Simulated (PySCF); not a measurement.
# ZrHF: relaxation and vibrations of the triplet

The task is one start of a wider search on ZrHF: the triplet, from a linear start. It is relaxed, tested by its Hessian and followed downhill if it is a saddle.

Program: PySCF 2.14.0. Level of theory: PBE0, basis Zr def2-TZVP with ECP28, H def2-TZVP, F def2-TZVP, scalar-relativistic core potentials, no spin–orbit coupling, density fitting. These are calculated values, not measurements.

**1. The starting structure**

3 atoms, charge 0, spin multiplicity 3.

Bond lengths: Zr1–H2 1.860 Å, Zr1–F3 2.180 Å. Angles: H2–Zr1–F3 180.0°.

Coordinates in bohr (charge 0 multiplicity 3):
```
Zr    0.0000    0.0000    0.0000
H     0.0000    0.0000   -3.5149
F     0.0000    0.0000    4.1196
```

**2. The SCF at the typed geometry**

One driver script runs all steps and calls PySCF; scf.py shows how it sets up the SCF of each step. The optimiser is the driver's own. After this first run the driver tries any further starts and a stability analysis.

The input, scf.py:

```python
from pyscf import gto, scf, dft
mol = gto.M(atom='''
Zr     0.000000     0.000000     0.000000
H      0.000000     0.000000    -1.860000
F      0.000000     0.000000     2.180000''',
    basis={'Zr': 'def2-TZVP', 'H': 'def2-TZVP', 'F': 'def2-TZVP'},
    ecp={'Zr': 'def2-TZVP'},
    charge=0, spin=2)
mf = dft.UKS(mol, xc='PBE0')
mf.grids.atom_grid = (50, 194)
aux = {'Zr': 'def2-universal-JKFIT', 'H': 'def2-universal-JKFIT', 'F': 'def2-universal-JKFIT'}
mf = mf.density_fit(auxbasis=aux)
mf.conv_tol = 1e-08
mf.diis_space = 10
mf.max_cycle = 60
mf.init_guess = 'minao'
mf.verbose = 4
mf.kernel()
```

On the command line:

```bash
> OMP_NUM_THREADS=2 python axn.py task.json out
```

Standard output:

```text
init E= -141.72349860132
[... the frontier-level lines of each cycle are left out ...]
cycle= 1 E= -147.050975093501  delta_E= -5.33  |g|= 0.699  |ddm|= 3.02
cycle= 2 E= -146.622231898969  delta_E= 0.429  |g|= 1.27  |ddm|= 1.94
cycle= 3 E= -147.282036864626  delta_E= -0.66  |g|= 0.31  |ddm|= 1.25
cycle= 4 E= -147.330476159892  delta_E= -0.0484  |g|= 0.0785  |ddm|= 0.505
cycle= 5 E= -147.335012051985  delta_E= -0.00454  |g|= 0.0181  |ddm|= 0.142
cycle= 6 E= -147.336602495052  delta_E= -0.00159  |g|= 0.0137  |ddm|= 0.093
cycle= 7 E= -147.337889626162  delta_E= -0.00129  |g|= 0.0122  |ddm|= 0.0849
cycle= 8 E= -147.340496859134  delta_E= -0.00261  |g|= 0.00975  |ddm|= 0.206
cycle= 9 E= -147.341888397543  delta_E= -0.00139  |g|= 0.00646  |ddm|= 0.162
cycle= 10 E= -147.342778304824  delta_E= -0.00089  |g|= 0.00413  |ddm|= 0.223
cycle= 11 E= -147.342756649561  delta_E= 2.17e-05  |g|= 0.00218  |ddm|= 0.0192
cycle= 12 E= -147.342823107226  delta_E= -6.65e-05  |g|= 0.00212  |ddm|= 0.0762
cycle= 13 E= -147.342825295495  delta_E= -2.19e-06  |g|= 0.000854  |ddm|= 0.00341
cycle= 14 E= -147.342825803821  delta_E= -5.08e-07  |g|= 5.92e-05  |ddm|= 0.00266
cycle= 15 E= -147.342825806859  delta_E= -3.04e-09  |g|= 1.21e-05  |ddm|= 0.000249
Extra cycle  E= -147.342825807104  delta_E= -2.45e-10  |g|= 1.49e-05  |ddm|= 3.86e-05
converged SCF energy = -147.342825807104  <S^2> = 2.0093228  2S+1 = 3.0062088
```

This step, with its further starts and checks, needed 7.7 s of wall time on 2 threads of Arm Neoverse V2, shared host.

Energies from each starting density:

```csv
start,energy (Eh)
the minimal-basis guess,-147.342826
a thermally smeared density,-147.374826
a smeared PBE density,-147.374835
```

This is not the lowest solution: one lies 84.0 kJ/mol lower, at -147.37484 Eh, and the relaxation starts from that.

**3. Relaxation: linear start, triplet**

The program finds C∞v symmetry in the start, which this walk keeps. Threshold on the gradient: 0.0003 Eh/bohr, with a further test on the energy change.

scf.py: that of step 2 with these lines changed.

```diff
@@ -3,3 +3,3 @@
-Zr     0.000000     0.000000     0.000000
-H      0.000000     0.000000    -1.860000
-F      0.000000     0.000000     2.180000''',
+Zr     0.000000     0.000000    -0.359764
+H      0.000000     0.000000    -2.219764
+F      0.000000     0.000000     1.820236''',
@@ -16 +15,0 @@
-mf.init_guess = 'minao'
```

The optimiser's trace:

```csv
step,energy (Eh),change (kJ/mol),largest symmetric gradient (Eh/bohr)
0,-147.374835,0.00,0.06603
1,-147.387358,-32.88,0.04005
2,-147.388311,-35.38,0.03826
3,-147.390778,-41.86,0.00944
4,-147.390924,-42.24,0.00354
5,-147.390967,-42.35,0.00092
6,-147.390972,-42.37,0.00041
7,-147.390972,-42.37,0.00004
```

The walk took 9 s.

After 7 steps and 42.4 kJ/mol it ends at C∞v: Zr–F 1.940 Å, Zr–H 1.957 Å; F–Zr–H 180.0°.

**4. Vibrations and properties at this point**

On the finer grid the gradient is checked again; gradients at displacements of ±0.02 bohr then give force constants and infrared intensities.

scf.py: that of step 3 with these lines changed.

```diff
@@ -3,3 +3,3 @@
-Zr     0.000000     0.000000    -0.359764
-H      0.000000     0.000000    -2.219764
-F      0.000000     0.000000     1.820236''',
+Zr    -0.000000     0.000000    -0.317332
+H     -0.000000     0.000000    -2.274221
+F      0.000000    -0.000000     1.622328''',
@@ -10 +10 @@
-mf.grids.atom_grid = (50, 194)
+mf.grids.atom_grid = (75, 302)
@@ -13 +13 @@
-mf.conv_tol = 1e-08
+mf.conv_tol = 1e-10
```

The driver hands on the density of the step before, so the log starts near convergence.

SCF at the final geometry:

```text
init E= -147.391037374998
[... the frontier-level lines of each cycle are left out ...]
cycle= 1 E= -147.391037374996  delta_E= 1.59e-12  |g|= 2.73e-06  |ddm|= 3.34e-06
Extra cycle  E= -147.39103737499  delta_E= 6.25e-12  |g|= 5.37e-06  |ddm|= 4.39e-06
converged SCF energy = -147.39103737499  <S^2> = 2.0027641  2S+1 = 3.0018422
```

The whole step took 18 s.

Geometry: C∞v; Zr–F 1.940 Å, Zr–H 1.957 Å; F–Zr–H 180.0°.

Harmonic modes (main isotopes):

```tsv
symmetry	ω (cm⁻¹)	IR (km/mol)
π	423i	206
σ+	608	172
σ+	1529	354
```

With 2 modes imaginary (up to 423i cm⁻¹) this point is a saddle.

Constants and moments:

```
Dipole moment                                                   : 0.32 D
Highest occupied level                                          : -5.64 eV
Lowest empty level                                              : -2.87 eV
Rotational constants                                            : 0.2623 cm⁻¹
Zero-point energy (real modes)                                  : 12.8 kJ/mol
Principal polarisabilities                                      : 46.8, 74.2, 74.2 bohr³
Atomisation energy without zero-point energy                    : 871 kJ/mol
Principal traceless quadrupole moments about the centre of mass : -14.81, 7.41, 7.41 D Å
Spin squared ⟨S²⟩                                               : 2.003
```

Populations by atom (charges in e):

```json
{"atom": "Zr1", "Mulliken": "0.71", "Löwdin": "0.52", "polar tensor": "1.11", "spin (Mulliken)": "2.03", "Mayer order to Zr1": "–"}
{"atom": "H2", "Mulliken": "-0.22", "Löwdin": "-0.22", "polar tensor": "-0.41", "spin (Mulliken)": "-0.02", "Mayer order to Zr1": "0.93"}
{"atom": "F3", "Mulliken": "-0.49", "Löwdin": "-0.30", "polar tensor": "-0.69", "spin (Mulliken)": "-0.01", "Mayer order to Zr1": "0.89"}
```

Mulliken populations on Zr1 (outside its core potential): s 2.91, p 6.29, d 2.04, f 0.05.

**5. Downhill along the imaginary mode**

The start is the last point, displaced along its most imaginary mode.

The program finds Cs symmetry in the start, which this walk keeps. The walk stops when the largest gradient is under 0.0003 Eh/bohr and the energy has settled too.

scf.py: that of step 4 with these lines changed.

```diff
@@ -3,3 +3,3 @@
-Zr    -0.000000     0.000000    -0.317332
-H     -0.000000     0.000000    -2.274221
-F      0.000000    -0.000000     1.622328''',
+Zr     0.000156    -0.002698    -0.317332
+H     -0.006938     0.119799    -2.274221
+F     -0.000371     0.006412     1.622328''',
@@ -10 +10 @@
-mf.grids.atom_grid = (75, 302)
+mf.grids.atom_grid = (50, 194)
@@ -13 +13 @@
-mf.conv_tol = 1e-10
+mf.conv_tol = 1e-08
```

Energy and gradient, step by step:

```csv
step,energy (Eh),change (kJ/mol),largest symmetric gradient (Eh/bohr)
0,-147.391160,0.00,0.00302
1,-147.391346,-0.49,0.00427
2,-147.391706,-1.43,0.00587
3,-147.392372,-3.18,0.00766
4,-147.393484,-6.10,0.00916
5,-147.395070,-10.26,0.00972
6,-147.396981,-15.28,0.00931
7,-147.399007,-20.60,0.01135
8,-147.403445,-32.25,0.02868
9,-147.405951,-38.83,0.01260
10,-147.407579,-43.11,0.00883
11,-147.408662,-45.95,0.00612
12,-147.408812,-46.35,0.00147
13,-147.408819,-46.36,0.00059
14,-147.408820,-46.37,0.00010
```

The walk took 22 s.

It settles in Cs symmetry, 46.4 kJ/mol below the start, after 14 steps: Zr–F 1.890 Å, Zr–H 1.862 Å; F–Zr–H 118.7°.

**6. Vibrations and properties at this point**

As before: finer grid, then central differences.

scf.py: that of step 5 with these lines changed.

```diff
@@ -3,3 +3,3 @@
-Zr     0.000156    -0.002698    -0.317332
-H     -0.006938     0.119799    -2.274221
-F     -0.000371     0.006412     1.622328''',
+Zr     0.009828    -0.169721    -0.271421
+H     -0.048030     0.829389    -1.842468
+F     -0.043250     0.746851     1.380332''',
@@ -10 +10 @@
-mf.grids.atom_grid = (50, 194)
+mf.grids.atom_grid = (75, 302)
@@ -13 +13 @@
-mf.conv_tol = 1e-08
+mf.conv_tol = 1e-10
```

SCF at the final geometry:

```text
init E= -147.408917619226
[... the frontier-level lines of each cycle are left out ...]
cycle= 1 E= -147.408917619229  delta_E= -3.18e-12  |g|= 4.27e-07  |ddm|= 3.32e-06
Extra cycle  E= -147.408917619231  delta_E= -1.36e-12  |g|= 3.08e-07  |ddm|= 2.46e-06
converged SCF energy = -147.408917619231  <S^2> = 2.0043407  2S+1 = 3.0028924
```

The whole step needed 31 s of wall time on 2 threads of Arm Neoverse V2, shared host.

Geometry: Cs; Zr–F 1.890 Å, Zr–H 1.863 Å; F–Zr–H 118.4°.

Modes, for the most abundant isotopes:

| symmetry | ω (cm⁻¹) | IR (km/mol) | μ (u) |
| --- | --- | --- | --- |
| a' | 391 | 63.7 | 1.12 |
| a' | 665 | 152 | 14.39 |
| a' | 1636 | 342 | 1.02 |

Every mode is real; the point is a minimum.

Constants and moments:

* Dipole moment: 2.57 D
* Highest occupied level: -5.19 eV
* Lowest empty level: -2.20 eV
* Rotational constants: 6.466, 0.2929, 0.2802 cm⁻¹
* Zero-point energy: 16.1 kJ/mol
* Principal polarisabilities: 55.3, 83.6, 94.5 bohr³
* Atomisation energy without zero-point energy: 918 kJ/mol
* Principal traceless quadrupole moments about the centre of mass: -5.36, 2.46, 2.90 D Å
* Entropy at 298.15 K and 1 bar (electronic part: spin only): 268.7 J/(mol K)
* Heat capacity Cp at 298.15 K: 43.4 J/(mol K)
* Enthalpy at 298.15 K above 0 K: 11.09 kJ/mol
* Rotational symmetry number: 1
* Spin squared ⟨S²⟩: 2.004

Charges (e) and bond orders:

| atom | Mulliken | Löwdin | polar tensor | spin (Mulliken) | Mayer order to Zr1 |
| --- | --- | --- | --- | --- | --- |
| Zr1 | 0.64 | 0.40 | 1.02 | 2.07 | – |
| H2 | -0.19 | -0.16 | -0.38 | -0.04 | 0.96 |
| F3 | -0.45 | -0.25 | -0.64 | -0.02 | 0.96 |

Mulliken populations on Zr1 (outside its core potential): s 2.82, p 6.26, d 2.23, f 0.05.

**7. All stationary points**

| spin | group | bonds | imaginary modes (cm⁻¹) | ΔE (kJ/mol) | with zero-point energy |
| --- | --- | --- | --- | --- | --- |
| triplet | Cs | Zr–F 1.890 Å, Zr–H 1.863 Å | none | 0.0 | 0.0 |
| triplet | C∞v | Zr–F 1.940 Å, Zr–H 1.957 Å | 423i, 423i | 46.9 | – |

**8. Results**

| quantity | value |
| --- | --- |
| minimum | triplet, Cs |
| geometry | Zr–F 1.890 Å, Zr–H 1.863 Å; F–Zr–H 118.4° |
| wavenumbers (cm⁻¹) | 391 (a'), 665 (a'), 1636 (a') |
| dipole moment | 2.57 D |
| highest occupied, lowest empty level (either spin) | -5.19, -2.20 eV |
| polar-tensor charge of Zr1 | +1.02 e |
| zero-point energy | 16.1 kJ/mol |
| entropy at 298.15 K | 268.7 J/(mol K) |
| atomisation energy (no zero-point energy) | 918 kJ/mol |
| ⟨S²⟩ | 2.004 |

**Reading.** From C∞v at the start the molecule goes to a Cs minimum, after a stop at a second-order saddle point 46.9 kJ/mol higher, from which it was pushed off along an imaginary mode. In the infrared the band at 1636 cm⁻¹ (a', stretch) leads. Most of the spin sits on Zr1 (Mulliken spin 2.07, against 2 for the whole molecule). The first SCF alone would have been 84 kJ/mol too high. Other starts or spin states, not run here, may lie lower. Open d and f shells are described by one determinant, and the ground state may have another occupation or spin.

The search up to here took 88 s.
